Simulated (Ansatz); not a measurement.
**C2H5AlCl2: a ladder of functionals and wavefunction methods**

One table from this session's results is given with a row withheld; the runs are named, their logs left out.

The runs use Ansatz 0.2.0, Gaussian basis; functionals in def2-TZVPP, the program's frozen cores in correlated methods.

The runs, in order: PBE-D4, r2SCAN-D4, PBE0-D4, B3LYP-D4, ωB97X-V, ωB97M-V, B2PLYP; CCSD(T)/def2-TZVPP; MP2/def2-QZVPP; extrapolation to the limit.

### The relaxed structure

The geometry comes from an earlier relaxation with PBE0-D4 in a triple-zeta def2 set; it is a stationary point, not always the lowest conformer.

10 atoms, charge 0, spin multiplicity 1.

Atoms are counted from 1 here; the program's logs count them from 0.

Bond lengths: C1–C2 1.499 Å, C1–H6 1.093 Å, C1–H7 1.095 Å, C1–H8 1.091 Å, C2–Cl3 1.902 Å, C2–Al4 1.954 Å, C2–H9 1.089 Å, Cl3–Al4 2.413 Å, Al4–Cl5 2.105 Å, Al4–H10 1.571 Å. Angles: C2–C1–H6 112.9°, C2–C1–H7 107.4°, C2–C1–H8 112.0°, H6–C1–H7 107.8°, H6–C1–H8 109.0°, H7–C1–H8 107.5°, C1–C2–Cl3 109.9°, C1–C2–Al4 124.9°, C1–C2–H9 113.1°, Cl3–C2–Al4 77.5°, Cl3–C2–H9 102.5°, Al4–C2–H9 118.2°, C2–Cl3–Al4 52.2°, C2–Al4–Cl3 50.3°, C2–Al4–Cl5 115.6°, C2–Al4–H10 123.6°, Cl3–Al4–Cl5 111.0°, Cl3–Al4–H10 110.8° and more.

The first run:

Contents of in.yaml:

```yaml
crystal:
  periodic: [false, false, false]
  atoms:
    - {symbol: C, position_ang: [-1.133760, 0.526071, -0.625834]}
    - {symbol: C, position_ang: [-0.075823, -0.504716, -0.371820]}
    - {symbol: Cl, position_ang: [1.561661, 0.034804, -1.174274]}
    - {symbol: Al, position_ang: [1.155192, -0.493445, 1.145092]}
    - {symbol: Cl, position_ang: [1.132266, 1.250570, 2.324018]}
    - {symbol: H, position_ang: [-1.341709, 0.670171, -1.689315]}
    - {symbol: H, position_ang: [-2.054725, 0.173511, -0.149131]}
    - {symbol: H, position_ang: [-0.880511, 1.489009, -0.179868]}
    - {symbol: H, position_ang: [-0.277946, -1.454895, -0.864361]}
    - {symbol: H, position_ang: [1.998354, -1.742278, 1.588493]}
basis:
  gaussian: {orbitals: def2-TZVPP}
hamiltonian: {xc: pbe, dispersion: d4}
output: {forces: true, orbitals: {seedname: orbitals}}
```

Command:

```sh
ansatz run in.yaml --threads 4 --pin off --events-out ev --progress --plain --max-ram 10444MiB
```

Steps of the session up to this table: PBE-D4 (GGA); r2SCAN-D4 (meta-GGA); PBE0-D4 (hybrid); B3LYP-D4 (hybrid); ωB97X-V (range-separated); ωB97M-V (range-separated); B2PLYP (double hybrid); CCSD(T) in def2-TZVPP; MP2 in def2-QZVPP.

One table of the session follows, with a row left open; its other results are not shown here.

```
            method  atomisation energy (kJ/mol)
            PBE-D4                       3515.0
         r2SCAN-D4                       3490.4
           PBE0-D4                       3477.4
          B3LYP-D4                       3442.9
           ωB97X-V                       3474.1
           ωB97M-V                       3480.4
            B2PLYP                       3412.1
     HF/def2-TZVPP                       2603.9
    MP2/def2-TZVPP                       3438.8
   CCSD/def2-TZVPP                       3324.9
CCSD(T)/def2-TZVPP                       3377.4
           MP2/CBS                       3528.9
       CCSD(T)/CBS                            ?
```

**Question.** Estimate the row for CCSD(T)/CBS.

**Answer.** atomisation energy (kJ/mol): 3467.5. In the column «atomisation energy (kJ/mol)» it lies between B3LYP-D4 (3442.9) and ωB97X-V (3474.1).

To keep in mind: Free atoms (2 C, 2 Cl, 1 Al, 5 H) were run apart at each level; the atomisation energy is their sum less the molecule, without zero-point or spin-orbit terms.
